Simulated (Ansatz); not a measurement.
# Relaxation of Cs2HgAuBr6

The start is Cs2HgAuBr6, a known structure type filled with other elements, at an estimated volume. Where does it settle when we relax the atoms in a fixed cell, and what is it like there?

Method: DFT, PBEsol, no spin polarisation, plane waves, PAW, in Ansatz 0.2.0.

## Step 1: The structure

It takes space group Fm-3m (No. 225, cubic). Conventional cell: a = 11.130 Å, b = 11.130 Å, c = 11.130 Å, α = 90.00°, β = 90.00°, γ = 90.00°. Around Hg (site symmetry m-3m) lie 6 Br at 2.79 Å. Au (site symmetry m-3m) is surrounded by 6 Br at 2.78 Å. Around Cs (site symmetry -43m) lie 12 Br at 3.94 Å. Around Br (site symmetry 4mm) lie 1 Au at 2.78 Å and 1 Hg at 2.79 Å and 4 Cs at 3.94 Å.

Its coordinates follow in the input file.

It starts from an earlier solution of the starting cell (checkpoint.read).

## Step 2: The relaxation

Input file input.yaml:

```yaml
crystal:
  lattice:
    - [0.0, 5.564942, 5.564942]
    - [5.564942, 0.0, 5.564942]
    - [5.564942, 5.564942, 0.0]
  atoms:
    - { symbol: Hg, position: [0.0, 0.0, 0.0] }
    - { symbol: Au, position: [0.5, 0.5, 0.5] }
    - { symbol: Cs, position: [0.25, 0.25, 0.25] }
    - { symbol: Cs, position: [0.75, 0.75, 0.75] }
    - { symbol: Br, position: [0.25055, 0.74945, 0.25055] }
    - { symbol: Br, position: [0.25055, 0.74945, 0.74945] }
    - { symbol: Br, position: [0.74945, 0.25055, 0.74945] }
    - { symbol: Br, position: [0.74945, 0.25055, 0.25055] }
    - { symbol: Br, position: [0.25055, 0.25055, 0.74945] }
    - { symbol: Br, position: [0.74945, 0.74945, 0.25055] }
  symmetry: { tolerance: 0.0003 }
kpoints:
  mp_grid: { grid: [5, 5, 5], shift: [0, 0, 0] }
magnetization:
  spin_polarized: false
scf:
  occupations: { method: fermi_dirac }
  lower_state_search: "off"
hamiltonian:
  pseudopotentials: { kind: paw }
  xc: pbesol
basis:
  ecutwfc: 420
  fft_grid_basis: typed
relax:
  max_steps: 40
output:
  forces: true
  stress: true
  eigenvalues: true
  bader: true
  populations: true
  elf: true
  write_potential: true
  volumetric_format: npy
  dos:
    e_range: [-12, 8]
    de: 0.05
    projected: { site_lists: { Au: [Au], Br: [Br], Cs: [Cs], Hg: [Hg] } }
  write_density: true
checkpoint:
  read: saved_state
```

Command:

```sh
$ ansatz run input.yaml --threads 2 --pin off --max-ram 3584MiB --backend cpu --events-out ev --progress --plain --runs-dir out
```

Before running it: what results should come out? Wanted: moves; energy gained; largest move; pressure left in the fixed cell; character; Bader charges.

As calculated:

```
                                                 quantity                                     value
                                                    moves                                         2
                                            energy gained                              9.0 meV/atom
                                             largest move                               0.08 Å (Br)
                     space group (0.01 Å), before / after                             Fm-3m / Fm-3m
                          pressure left in the fixed cell                                  -1.8 GPa
                                                character                                     metal
density of states, mean within 0.25 eV of the Fermi level                       3.3 per eV per cell
                                            Bader charges  Hg +0.49, Au +0.37, Cs +0.86, Br -0.43 e
```

In the fixed cell the largest move of an atom is 0.08 Å; the energy fell by 9.0 meV per atom. With 48 symmetry operations imposed, the end may be a saddle point towards distortions that break them. Bands cross the Fermi level: a metal; within 0.25 eV of the Fermi level the density of states averages 3.3 per eV per cell, mostly Br p (66 %) and Au d (24 %). By Bader's partition Cs gives up most (+0.86 e) and Br takes most (-0.43 e).

Limits of this run: an odd count of electrons without spin polarisation forces a partly filled band; the SCF threshold is loose for a stress.
